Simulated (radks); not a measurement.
**Cr²⁺ in [Ne] 3s2 3p4 3d4 4s2: an all-electron calculation**

The task here is to estimate one member of a computed series from the others.

The numbers are computed with radks (a radial shooting solver on a logarithmic mesh, Libxc functionals) version 1 (scalar-relativistic Kohn-Sham, PBEsol, spin-unpolarised, spherical densities, finite nucleus), except any that are marked as measured or tabulated.

## Starting point

```
element            : chromium (Z = 24)
charge             : +2
electrons          : 22
configuration      : [Ne] 3s2 3p4 3d4 4s2
nuclear rms radius : 3.6452 fm
```

The outer shells:

Cr²⁺
```
[Ne] core
3s [↑↓]
3p [↑↓][↑ ][↑ ]
3d [↑ ][↑ ][↑ ][↑ ][  ]
4s [↑↓]
```

Set-up of the first run:

Settings of this run:

```text
Z 24
configuration [Ne] 3s2 3p4 3d4 4s2 4p0 5s0
relativity scalar-relativistic
functional pbe_sol,pbe_sol
spin unpolarised
nucleus finite rms 3.6452 fm
c 137.035999084
```

Launch:

```bash
$ python run_ks.py task.json out
```

This one command runs every case of the session in turn.

One table of the session follows, with a row left open; its other results are not shown here.

It belongs to the step «Orbitals and density». Sizes of the orbitals, from the radial functions (bohr):

```
level      <r>  outermost maximum (interpolated)  90 % within  nodes
   1s  0.06359                            0.0416        0.114      0
   2s   0.2931                             0.243        0.455      1
   2p   0.2596                             0.197        0.426      0
   3s   0.8767                             0.768         1.31      2
   3p        ?                                 ?            ?      ?
   3d    1.047                             0.766         1.73      0
   4s    2.431                              2.17         3.53      3
   4p    2.797                              2.47         4.10      2
```

**Question.** Estimate the row for 3p.

The run gave: <r>: 0.9197; outermost maximum (interpolated): 0.782; 90 % within: 1.40; nodes: 1. In the column «<r>» it lies between 3s (0.8767) and 3d (1.047).
